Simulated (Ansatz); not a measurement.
# Cl2F2H3NSi2: a ladder of functionals and wavefunction methods

Aim: compute Cl2F2H3NSi2 with functionals from several rungs and with coupled cluster. The yardstick is the atomisation energy at the CCSD(T) limit.

The runs use Ansatz 0.2.0, Gaussian basis; functionals in def2-TZVPP, the program's frozen cores in correlated methods.

Plan: PBE-D4, r2SCAN-D4, PBE0-D4, B3LYP-D4, ωB97X-V, ωB97M-V, B2PLYP; CCSD(T)/def2-TZVPP; MP2/def2-QZVPP; extrapolation to the limit.

## 1. The relaxed structure

The geometry comes from an earlier relaxation with PBE0-D4 in a triple-zeta def2 set; it is a stationary point, not always the lowest conformer.

10 atoms, charge 0, spin multiplicity 1.

Atoms are counted from 1 here; the program's logs count them from 0.

Bond lengths: F1–Si2 1.583 Å, Si2–F3 1.586 Å, Si2–N4 1.708 Å, Si2–H8 1.466 Å, N4–Si5 1.706 Å, N4–H9 1.013 Å, Si5–Cl6 2.041 Å, Si5–Cl7 2.039 Å, Si5–H10 1.472 Å. Angles: F1–Si2–F3 107.4°, F1–Si2–N4 111.4°, F1–Si2–H8 107.6°, F3–Si2–N4 105.6°, F3–Si2–H8 109.7°, N4–Si2–H8 114.9°, Si2–N4–Si5 130.0°, Si2–N4–H9 114.2°, Si5–N4–H9 115.8°, N4–Si5–Cl6 110.6°, N4–Si5–Cl7 106.3°, N4–Si5–H10 114.0°, Cl6–Si5–Cl7 110.2°, Cl6–Si5–H10 106.6°, Cl7–Si5–H10 109.1°.

Geometry (Å):

```xyz
10
charge 0, multiplicity 1
F    -2.18628    0.13413    1.09790
Si   -1.01708   -0.88222    0.77323
F    -1.68715   -2.23067    0.27579
N    -0.06284   -0.33558   -0.53337
Si    0.97040    1.01740   -0.64686
Cl    2.85037    0.44305   -1.19667
Cl    1.00630    1.86886    1.20563
H    -0.28083   -1.12475    2.01739
H    -0.12679   -0.91235   -1.36339
H     0.53392    2.02212   -1.62965
```

## 2. PBE-D4 (GGA)

in.yaml

```yaml
crystal:
  periodic: [false, false, false]
  atoms:
    - {symbol: F, position_ang: [-2.186284, 0.134126, 1.097902]}
    - {symbol: Si, position_ang: [-1.017082, -0.882220, 0.773229]}
    - {symbol: F, position_ang: [-1.687154, -2.230668, 0.275787]}
    - {symbol: N, position_ang: [-0.062835, -0.335579, -0.533367]}
    - {symbol: Si, position_ang: [0.970395, 1.017395, -0.646864]}
    - {symbol: Cl, position_ang: [2.850365, 0.443051, -1.196667]}
    - {symbol: Cl, position_ang: [1.006303, 1.868858, 1.205634]}
    - {symbol: H, position_ang: [-0.280830, -1.124748, 2.017389]}
    - {symbol: H, position_ang: [-0.126793, -0.912347, -1.363391]}
    - {symbol: H, position_ang: [0.533924, 2.022121, -1.629651]}
basis:
  gaussian: {orbitals: def2-TZVPP}
hamiltonian: {xc: pbe, dispersion: d4}
output: {forces: true, orbitals: {seedname: orbitals}}
```

On the command line:

```console
$ ansatz run in.yaml --threads 2 --pin off --events-out ev --progress --plain --max-ram 31744MiB --backend cuda --devices 0, --max-vram 18GiB
```

The runs that follow: r2SCAN-D4 (meta-GGA); PBE0-D4 (hybrid); B3LYP-D4 (hybrid); ωB97X-V (range-separated); ωB97M-V (range-separated); B2PLYP (double hybrid); CCSD(T) in def2-TZVPP; MP2 in def2-QZVPP.

**Question.** What will the summary of the whole plan be? Wanted: atomisation energy, CCSD(T)/CBS; farthest; mean size of error, hybrid; mean size of error, range-separated; gap, smallest and largest; T1 diagnostic; triples share of the correlation energy.

**Answer**, as computed:

| quantity | value |
| --- | --- |
| atomisation energy, CCSD(T)/CBS | 39.421 eV |
| functionals within 0.197 eV (0.5 %) | PBE-D4, r2SCAN-D4, ωB97X-V, ωB97M-V |
| farthest | B2PLYP (-0.818 eV) |
| mean size of error, hybrid | 0.576 eV |
| mean size of error, range-separated | 0.029 eV |
| gap, smallest and largest | 6.71 eV (PBE-D4), 13.58 eV (ωB97X-V) |
| T1 diagnostic | 0.0106 |
| triples share of the correlation energy | 3.5 % |

What this shows: PBE-D4 is off by +0.099 eV. Double hybrids carry the basis error of their MP2 part in triple zeta, and no dispersion term here, so their miss is partly the set-up's. The reference freezes the cores and leaves out relativity and excitations past (T), so misses under about 0.197 eV can't be ranked. Hartree-Fock recovers 73 % of the binding; the rest is correlation. The gap grows from 6.7 to 13.6 eV across the functionals, mostly with the share of exact exchange.
